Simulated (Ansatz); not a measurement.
**AgRh under changes of volume**

One of the cells (16.064 Å³/atom); the others are scaled copies at fixed shape and fractional positions:

```
Ag Rh
1.0
     2.77759    0.00000    0.00000
    -1.38879    2.40546    0.00000
     0.00000    0.00000    4.80860
Ag Rh
1 1
Cartesian
  0.0000 0.0000 2.4043
  1.3888 0.8018 0.0000
```

The cell comes from a database or a generator and needn't be the stable form of this composition.

* Program: Ansatz 0.2.0
* Functional: r2SCAN
* Potentials or basis: Ansatz PAW
* Cutoff: 500 eV (not typed: the program's choice for these potentials)
* k mesh: 11 × 11 × 6
* Occupations: fermi-dirac, width 0.05 eV
* Spin: no spin polarisation

```tsv
volume (Å³/atom)	energy over the lowest point (meV/atom)	pressure (GPa)
15.100	3.15	3.6
15.421	0.00	-0.2
15.743	?	?
16.064	14.58	-6.6
16.385	30.58	-9.2
16.707	51.40	-11.4
17.028	76.41	-13.3
```

Task: What does the run at 15.743 Å³/atom give?

Result: Energy over the lowest point 4.12 meV/atom; pressure -3.6 GPa.

Worked out: A Birch-Murnaghan fit of order 3 (a polynomial in V^(-2/3)) to the other rows has its minimum at 15.39 Å³/atom with B0 = V·E''(V) = 175 GPa and B' = 5.5 at fixed shape and positions, which overstates the stiffness. It gives 4.13 meV/atom at 15.743 Å³/atom, against the run's 4.12, and -dE/dV = -3.7 GPa, against -3.6.

Energies are extrapolated to zero smearing.

Caveats: the PAW data sets come from PBE, with cores solved anew for the run's functional, which leaves a small shift of forces and pressure.
